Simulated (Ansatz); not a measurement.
# VWC2 in Ansatz: the effect of functional

The system is VWC2.

```
CELL_PARAMETERS angstrom
1.53700 0.88739 4.99882
-1.53700 0.88739 4.99882
0.00000 -1.77478 4.99882
ATOMIC_POSITIONS crystal
W 0.00000 0.00000 0.00000
V 0.50000 0.50000 0.50000
C 0.24649 0.24649 0.24649
C 0.75351 0.75351 0.75351
```

The cell comes from a database or a generator and needn't be the stable form of this composition.

The cell isn't the ideal one: volume scaled by 1.04.

Alike in all runs:

```yaml
Program: Ansatz 0.2.0
Task: single point
Potentials_or_basis: Ansatz PAW
k_mesh: 10 × 10 × 10
Occupations: fermi-dirac, width 0.05 eV
Spin: collinear spin, ferromagnetic start
Starting_moments: "[0.0, 2.0, 0.0, 0.0] μB"
```

Q: One run gave: pressure -15.6 GPa; moment 0.68 μB; largest force 0.43 eV/Å. Which functional did it use?
A. LDA
B. PBE
C. r2SCAN

A: C.

| functional | cutoff | pressure (GPa) | moment (μB) | largest force (eV/Å) |
| --- | --- | --- | --- | --- |
| LDA | 420 eV (not typed: the program's choice for these potentials) | -27.8 | 0.00 | 0.30 |
| r2SCAN | 500 eV (not typed: the program's choice for these potentials) | -15.6 | 0.68 | 0.43 |
| PBE | 420 eV (not typed: the program's choice for these potentials) | -13.9 | 0.00 | 0.26 |

Caveats: the PAW data sets come from PBE, with cores solved anew for the run's functional, which leaves a small shift of forces and pressure (some runs); the starting moments weren't kept (some runs); the magnetic or orbital state may not be the lowest (some runs).
